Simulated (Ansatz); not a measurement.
## Hf2Pd2Se2Br2O3: relaxation of cell and atoms with PBEsol

The system is Hf2Pd2Se2Br2O3.

```
CELL_PARAMETERS angstrom
-1.89227 2.67212 12.28423
1.89227 -2.67212 12.28423
1.89227 2.67212 -12.28423
ATOMIC_POSITIONS crystal
Hf 0.92095 0.92095 0.00000
Hf 0.07905 0.07905 0.00000
Pd 0.68332 0.68332 0.00000
Pd 0.31668 0.31668 0.00000
Se 0.61777 0.11777 0.50000
Se 0.38223 0.88223 0.50000
Br 0.78660 0.78660 0.00000
Br 0.21340 0.21340 0.00000
O 0.90121 0.40121 0.50000
O 0.09879 0.59879 0.50000
O 0.00000 0.00000 0.00000
```

The cell was built by a generator and needn't be a form met in nature.

```yaml
Program: Ansatz 0.2.0
Task: relaxation of cell and atoms
Functional: PBEsol
Potentials_or_basis: Ansatz PAW
Cutoff: "420 eV (not typed: the program's choice for these potentials)"
k_mesh: 6 × 6 × 6
Occupations: fermi-dirac, width 0.05 eV
Spin: no spin polarisation
```

```
Relaxed volume                         : 21.41 Å³/atom
Relaxed cell                           : a = 12.690 Å, b = 12.690 Å, c = 12.690 Å, α = 163.12°, β = 156.61°, γ = 28.99°
Space group after relaxing (to 0.05 Å) : Immm (No. 71)
Energy gained by relaxing              : 13.6 meV/atom
Ionic steps                            : 10
Pressure after relaxing                : 0.0 GPa
Band gap on the k mesh                 : none (metal or under the smearing width)
```

The path:
```
step  energy change (eV)  largest force (eV/Å)  volume (Å³)
   1              0.0000                0.2977       248.45
   2             -0.1387                0.1844       238.15
   3             -0.1430                0.4809       236.49
   4             -0.1564                0.0346       236.02
   5             -0.1584                0.0310       235.97
   6             -0.1600                0.0154       235.71
   7             -0.1602                0.0030       235.76
   8             -0.1498                0.0031       235.76
   9             -0.1502                0.0014       235.49
  10             -0.1499                0.0014       235.49
```

Final structure:
```
Hf Pd Se Br O
1.0
    -1.86290    2.57215   12.28646
     1.86290   -2.57215   12.28646
     1.86290    2.57215  -12.28646
Hf Pd Se Br O
2 2 2 2 3
Direct
  0.92144 0.92144 0.00000
  0.07856 0.07856 0.00000
  0.68544 0.68544 0.00000
  0.31456 0.31456 0.00000
  0.62081 0.12081 0.50000
  0.37919 0.87919 0.50000
  0.78704 0.78704 0.00000
  0.21296 0.21296 0.00000
  0.90011 0.40011 0.50000
  0.09989 0.59989 0.50000
  0.00000 0.00000 0.00000
```

Levels at points of the mesh, in eV from the Fermi level:
```tsv
k point	band 72	band 73	band 74	band 75	band 76	band 77	band 78	band 79	band 80	band 81
(0.00, 0.00, 0.00)	-0.90	-0.78	-0.63	-0.61	-0.32	0.90	1.22	2.41	2.66	2.72
(0.00, 0.00, -0.50)	-1.46	-1.31	-1.29	-0.93	-0.92	0.13	0.15	2.39	3.14	3.67
(0.00, -0.50, 0.00)	-1.39	-1.16	-1.11	-0.32	-0.32	0.08	0.10	3.64	3.64	3.96
(0.00, -0.50, -0.50)	-0.69	-0.67	-0.67	-0.06	-0.04	0.58	0.60	2.31	3.35	3.39
(-0.50, -0.50, -0.50)	-0.88	-0.78	-0.75	-0.66	-0.28	0.90	1.22	2.66	2.72	2.87
```

Run time: 2.7 min on 8 threads of Intel(R) Xeon(R) Processor @ 2.70GHz (shared host), peak memory 1.7 GiB.

Caveat: the plane-wave basis is chosen anew once the cell has moved, so the energies of steps on either side of that aren't comparable; the PAW data sets come from PBE, with cores solved anew for the run's functional, which leaves a small shift of forces and pressure. The run has no spin-orbit coupling, so splittings on Hf are missing.
